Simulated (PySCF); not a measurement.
# DyF2 (Dy(F)22+): the cost of one run

Method: several levels, as the steps say, no spin–orbit coupling; program: PySCF 2.14.0.

1 further run of the same task is left out (for a known fault of the program).

## Step 1: The starting structure

3 atoms, charge 2, spin multiplicity 1.

Bond lengths: Dy1–F2 1.832 Å, Dy1–F3 1.832 Å. Angles: F2–Dy1–F3 101.0°.

Geometry (Å):

| atom | x (Å) | y (Å) | z (Å) |
| --- | --- | --- | --- |
| Dy1 | 0.0000 | 0.0000 | -0.3922 |
| F2 | 1.4143 | 0.0000 | 0.7729 |
| F3 | -1.4143 | 0.0000 | 0.7729 |

Formal oxidation states: Dy +4. Each metal's 8 4f electrons lie in its core potential, so multiplicities, spins and levels count the valence alone. An earlier session relaxed this geometry at PBE0, Dy lcecp-2-SVP with ECP54, F def2-SVP (singlet, point group C2v).

At PBE0 on the finer grid: E = -242.640886 Eh, frontier levels not given, since the 4f levels lie in the core, Mulliken charge on Dy1 +2.25 e, largest force component 0.002 eV/Å. 

Levels to run: TPSS; HF; PBE0, TZVP. Hardware: 2 threads of Arm Neoverse V2, shared host.

## Step 2: TPSS

File run.py (the lines that set the calculation):

```python
mol = gto.M(atom='''
Dy     0.00000     0.00000    -0.39224
F      1.41426     0.00000     0.77290
F     -1.41426     0.00000     0.77290''',
    basis={'Dy': 'lcecp-2-SVP', 'F': 'def2-SVP'},
    ecp={'Dy': 'lcecp-2-SVP'},
    charge=2, spin=0)
mf = dft.RKS(mol, xc='TPSS')
mf.grids.atom_grid = (75, 302)  # f atoms: unpruned, at least (60, 302)
mf = mf.density_fit()  # fitting sets: Dy AutoAux, F def2-universal-JKFIT
mf.conv_tol = 1e-08; mf.max_cycle = 55
mf.kernel(dm0)  # dm0: the density of the relaxed state
```

Started as:

```bash
$ OMP_NUM_THREADS=2 python run.py
```

**Question.** How long does this run take on 2 threads of Arm Neoverse V2, shared host?

About 2 s.
